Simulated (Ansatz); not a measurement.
A nudged elastic band was laid between two geometries of a periodic cell of 17 atoms, Be16C (host Be, host structure hcp, interstitial C).

The calculation used DFT LDA, scalar-relativistic, plane waves, PAW in Ansatz. Settings: cutoff 420 eV, k mesh 5x6x4, gaussian smearing 0.1 eV, no spin polarisation.

```
movable images  : 5
climbing image  : yes
spring          : 5.0 eV/Å²
optimiser       : fire
start path      : IDPP
force threshold : 0.05 eV/Å
iteration limit : 80
end points      : relaxed
```

First end point:

```xyz
17
Lattice="-2.2900 -3.9664 0.0000 3.4350 -1.9832 0.0000 0.0000 0.0000 7.1769" Properties=species:S:1:pos:R:3
Be 0.084 -3.907 -0.057
Be -0.109 -2.577 1.853
Be -0.004 -3.923 3.638
Be 0.010 -2.645 5.338
Be -1.035 -2.042 -0.059
Be 2.207 -2.694 1.851
Be -1.154 -1.973 3.633
Be 2.295 -2.678 5.333
Be 1.140 -2.079 -0.057
Be 1.183 -0.678 1.941
Be 1.110 -1.994 3.638
Be 1.150 -0.659 5.336
Be -0.038 0.027 -0.146
Be 1.151 -4.524 1.851
Be -0.004 0.007 3.635
Be 1.181 -4.607 5.333
C 2.290 -1.317 0.897
```

Last end point:

```xyz
17
Lattice="-2.2900 -3.9664 0.0000 3.4350 -1.9832 0.0000 0.0000 0.0000 7.1769" Properties=species:S:1:pos:R:3
Be 0.081 -3.913 0.053
Be 0.009 -2.653 1.837
Be -0.004 -3.931 3.538
Be -0.110 -2.579 5.322
Be -1.035 -2.047 0.057
Be 2.294 -2.686 1.842
Be -1.154 -1.982 3.542
Be 2.208 -2.699 5.325
Be 1.138 -2.084 0.053
Be 1.149 -0.668 1.840
Be 1.110 -2.002 3.539
Be 1.189 -0.683 5.237
Be -0.040 0.022 0.148
Be 1.180 -4.616 1.843
Be -0.004 -0.002 3.542
Be 1.153 -4.525 5.326
C 2.293 -1.325 -0.899
```

Task: Which bonds break or form, and what moves?

Result: The atom that moves furthest is C17, by 1.80 Å; four of its nearest neighbours are Be10 1.65, Be13 1.65, Be9 1.68, Be1 1.68 Å at the first end and Be13 1.65, Be12 1.65, Be8 1.68, Be1 1.68 Å at the last.

Task: What energy profile does the band end with?

Result: The forces met the threshold. The highest image is number 3 of 0 to 6, 1.71 eV above the ends, which have the same energy within 2 meV. By the program's own check the climbing image is a first-order saddle point (lowest curvatures found: -6.75 and 0.43 eV/Å²). Limits of this set-up: coarse k mesh, a small cell, in which the defect meets its images, a typed lattice constant that wasn't relaxed here.

| image | path coordinate (Å) | energy (eV) | Be6–C17 (Å) | Be10–C17 (Å) | Be14–C17 (Å) |
| --- | --- | --- | --- | --- | --- |
| 0 | 0.00 | 0.00 | 1.68 | 1.65 | 1.68 |
| 1 | 0.42 | 0.28 | 1.72 | 1.68 | 1.69 |
| 2 | 0.84 | 1.12 | 1.92 | 1.86 | 1.80 |
| 3 | 1.26 | 1.71 | 2.27 | 2.23 | 2.05 |
| 4 | 1.69 | 1.12 | 2.62 | 2.62 | 2.43 |
| 5 | 2.12 | 0.29 | 2.89 | 2.91 | 2.80 |
| 6 | 2.55 | 0.00 | 3.06 | 3.04 | 3.06 |

Task: What is the geometry of the highest image?

Result: 
```xyz
17
Lattice="-2.2900 -3.9664 0.0000 3.4350 -1.9832 0.0000 0.0000 0.0000 7.1769" Properties=species:S:1:pos:R:3
Be 0.044 -3.684 -0.180
Be -0.197 -2.702 1.816
Be 0.008 -3.958 3.549
Be -0.048 -2.466 5.335
Be -1.107 -2.006 -0.013
Be 2.269 -2.719 1.792
Be -1.169 -1.967 3.577
Be 2.282 -2.587 5.540
Be 0.903 -2.119 0.167
Be 1.159 -0.793 1.852
Be 1.145 -2.001 3.631
Be 1.286 -0.637 5.375
Be 0.297 -0.145 0.019
Be 1.069 -4.636 1.631
Be 0.010 -0.011 3.600
Be 1.215 -4.569 5.354
C 2.291 -1.319 0.007
```

The band took 46 iterations and roughly 50 core-minutes.

The run took 26 min on 2 threads of Intel(R) Xeon(R) Platinum 8375C CPU @ 2.90GHz (Ice Lake), on a shared host, peak memory 1.6 GiB.
